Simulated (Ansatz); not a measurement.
Write a Python script for the Python package of Ansatz (0.2.0) that makes a rigid scan of one bond length of BrGeH4OP, SMILES [OH][GeH]([PH2])[Br]. Level of theory (for the species named): CAM-B3LYP, def2-SVP basis, multiplicity 1.

```
atom    x (Å)    y (Å)    z (Å)
   O   0.2081   1.4938  -1.1506
  Ge  -0.4079   0.2367  -0.0706
   P   1.0800  -1.4672  -0.0873
  Br  -2.3917  -0.5436  -0.8068
   H  -0.5227   2.2420  -1.0947
   H  -0.5467   0.8141   1.3677
   H   2.1150  -0.7274   0.7129
   H   0.5582  -2.1056   1.0735
```

`scan_brgeh4op.py`
```python
"""Potential curve of BrGeH4OP along one bond."""

import ansatz as az
import numpy as np


def main() -> None:
    molecule = (
        az.Crystal.molecule()
        .atom("O", (0.2081, 1.4938, -1.1506))
        .atom("Ge", (-0.4079, 0.2367, -0.0706))
        .atom("P", (1.08, -1.4672, -0.0873))
        .atom("Br", (-2.3917, -0.5436, -0.8068))
        .atom("H", (-0.5227, 2.242, -1.0947))
        .atom("H", (-0.5467, 0.8141, 1.3677))
        .atom("H", (2.115, -0.7274, 0.7129))
        .atom("H", (0.5582, -2.1056, 1.0735))
    )

    symbols = [site.symbol for site in molecule.cartesian_sites]
    start = np.array([site.position_ang for site in molecule.cartesian_sites])
    axis = (start[0] - start[1]) / np.linalg.norm(start[0] - start[1])
    moving = [0, 4]
    lengths, energies = [1.556, 1.627, 1.697, 1.768, 1.839, 1.91, 1.98, 2.086], []
    for length in lengths:
        xyz = start.copy()
        xyz[moving] += (length - np.linalg.norm(start[0] - start[1])) * axis
        point = az.Crystal.molecule()
        for symbol, place in zip(symbols, xyz):
            point = point.atom(symbol, place.tolist())
        calc = (
            point.calculation()
            .basis(gaussian="def2-SVP")
            .functional("cam_b3lyp")
        )
        data = calc.run(threads=1).report
        energies.append(data["free_energy_ev"])
        print(f"r = {length:6.3f} A  E = {energies[-1]:.5f} eV  <S^2> = {abs(data['mean_field']['state']['spin_squared']):.3f}")

    # quartic fit about the minimum
    fit = np.polynomial.Polynomial.fit(lengths, np.array(energies) - min(energies), 4).convert()
    roots = [r.real for r in fit.deriv().roots() if abs(r.imag) < 1e-9 and fit.deriv(2)(r.real) > 0]
    r_e = min(roots, key=lambda r: abs(r - lengths[int(np.argmin(energies))]))
    print(f"minimum of the fit at {r_e:.4f} A, force constant {fit.deriv(2)(r_e):.2f} eV/A^2")


if __name__ == "__main__":
    main()
```

```console
$ python scan_brgeh4op.py
r =  1.556 A  E = -137951.99509 eV  <S^2> = 0.000
r =  1.627 A  E = -137952.59597 eV  <S^2> = 0.000
r =  1.697 A  E = -137952.90187 eV  <S^2> = 0.000
r =  1.768 A  E = -137953.00698 eV  <S^2> = 0.000
r =  1.839 A  E = -137952.96735 eV  <S^2> = 0.000
r =  1.910 A  E = -137952.82773 eV  <S^2> = 0.000
r =  1.980 A  E = -137952.62361 eV  <S^2> = 0.000
r =  2.086 A  E = -137952.23728 eV  <S^2> = 0.000
minimum of the fit at 1.7792 A, force constant 27.15 eV/A^2
```

Notes:
- Total energies depend on the basis set; only differences at equal settings carry meaning.
- The rest of the molecule is held rigid at a force-field or estimated start geometry, and the basis set is modest; single-reference methods fail as a bond breaks.
- The orbitals are restricted, so S² is zero by construction.
- The whole script took 43 s on 1 thread of Arm Neoverse V2, with other jobs on the host, peak memory 0.41 GiB.
